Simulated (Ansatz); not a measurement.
**The bismuth atom: one species, many methods**

An exercise on one series of results from a longer session: the logs are not shown, and one member is left open.

The runs use Ansatz 0.2.0, Gaussian basis; functionals in def2-TZVPP, the program's frozen cores in correlated methods.

Levels to be run: LDA (SPW92), PBE, revPBE, BLYP, r2SCAN, B97M-V, PBE0, B3LYP, r2SCANh, r2SCAN0, HSE06, BHLYP, CAM-B3LYP, LC-ωPBE, ωB97X-V, ωB97M-V, B2PLYP, PBE-QIDH; CCSD(T)/def2-SVP; CCSD(T)/def2-TZVPP; CCSD(T)/def2-QZVPP; extrapolation to the limit; RPA on PBE.

**The atom**

SMILES `[Bi]`, 1 atom, charge 0, spin multiplicity 4.

Bi takes the def2 core potential; no spin-orbit term is included.

The first run:

Contents of in.yaml:

```yaml
crystal:
  periodic: [false, false, false]
  atoms:
    - {symbol: Bi, position_ang: [0.000000, 0.000000, 0.000000]}
basis:
  gaussian: {orbitals: def2-TZVPP}
magnetization: {spin_polarized: true, initial_magnetization: 3}
hamiltonian: {xc: lda}
output: {orbitals: {seedname: orbitals}}
```

Among the steps run: LDA; PBE (GGA); revPBE (GGA); BLYP (GGA); r2SCAN (meta-GGA); B97M-V (meta-GGA); PBE0 (hybrid); B3LYP (hybrid); r2SCANh (hybrid); r2SCAN0 (hybrid); HSE06 (hybrid); BHLYP (hybrid); CAM-B3LYP (range-separated); LC-ωPBE (range-separated); ωB97X-V (range-separated); ωB97M-V (range-separated); B2PLYP (double hybrid); PBE-QIDH (double hybrid).

One table of the session follows, with a row left open; its other results are not shown here.

It belongs to the step «Frontier levels by functional». Levels are read from the orbital files that the runs wrote (highest filled and lowest empty over both spins):

| functional | HOMO (eV) | LUMO (eV) | gap (eV) |
| --- | --- | --- | --- |
| LDA (SPW92) | -5.27 | -3.79 | 1.48 |
| PBE | -5.18 | -3.36 | 1.83 |
| revPBE | -5.15 | -3.25 | 1.90 |
| BLYP | -4.89 | -3.58 | 1.31 |
| r2SCAN | -5.55 | -2.56 | 2.99 |
| B97M-V | -5.17 | -3.55 | 1.62 |
| PBE0 | -6.20 | -2.45 | 3.75 |
| B3LYP | -5.86 | -3.03 | 2.83 |
| r2SCANh | -5.92 | -2.27 | 3.65 |
| r2SCAN0 | ? | ? | ? |
| HSE06 | -5.82 | -2.81 | 3.01 |
| BHLYP | -6.92 | -1.92 | 4.99 |
| CAM-B3LYP | -7.25 | -1.82 | 5.43 |
| LC-ωPBE | -8.66 | -0.24 | 8.42 |
| ωB97X-V | -8.14 | -0.65 | 7.48 |
| ωB97M-V | -8.18 | -0.76 | 7.42 |

**Question.** Estimate the row for r2SCAN0.

Worked estimate for «HOMO (eV)». Against the share of exact exchange, r2SCAN (0, -5.55), r2SCANh (0.1, -5.92) give a slope of -3.70 per unit share; at 0.25 the line stands at -6.47.

The run gave: HOMO (eV): -6.47; LUMO (eV): -1.85; gap (eV): 4.62. In «HOMO (eV)» the line misses by 0.00.
